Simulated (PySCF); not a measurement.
# CH6Cl2OSi2: the cost of one run

The runs use PySCF 2.14.0, with density-fitted response routines of our own; the level of theory stands in each step. All values are computed, except where a source is named. Atoms are numbered from 0 throughout.

### Step 1. The molecule as given

12 atoms, charge 0, multiplicity 1; geometry from: PBE0-D3(BJ)/def2-SVP.

Bonds of the start (Å): Si0–O1 1.67, O1–Si2 1.64, Si2–Cl3 2.06, Si2–C4 1.88, C4–Cl5 1.79, Si0–H6 1.49, Si0–H7 1.49, Si0–H8 1.49, Si2–H9 1.48, C4–H10 1.10, C4–H11 1.10.

### Step 2. Core-electron binding energies: SCAN, X2C

The job: settings as JSON, then the geometry in Å.

```
{"job": {"kind": "xps"}, "charge": 0, "multiplicity": 1}
Si     1.799060     0.916911    -0.189885
O      1.031868    -0.549250     0.015288
Si    -0.373637    -1.290280     0.406423
Cl    -0.115101    -2.386489     2.136497
C     -1.692737    -0.006240     0.783471
Cl    -1.821919     1.095239    -0.625708
H      3.252133     0.702213     0.054151
H      1.586960     1.408537    -1.579302
H      1.269707     1.910000     0.791099
H     -0.783993    -2.211427    -0.677805
H     -2.677534    -0.463627     0.958085
H     -1.429794     0.594673     1.666372
```

With the program's defaults for keys left out, this is: delta-SCF UKS SCAN, pcX-2 on the ionised atom, pcseg-1 elsewhere, spin-free X2C.

The run is started by

```bash
$ OMP_NUM_THREADS=1 python probes_run.py task.json out
```

The driver reads the jobs from task.json and runs them one after another.

Q: Estimate the wall time and peak memory of this first job on 1 thread of Arm Neoverse V1, shared host.

About 73 s, with a peak of 0.66 GiB.
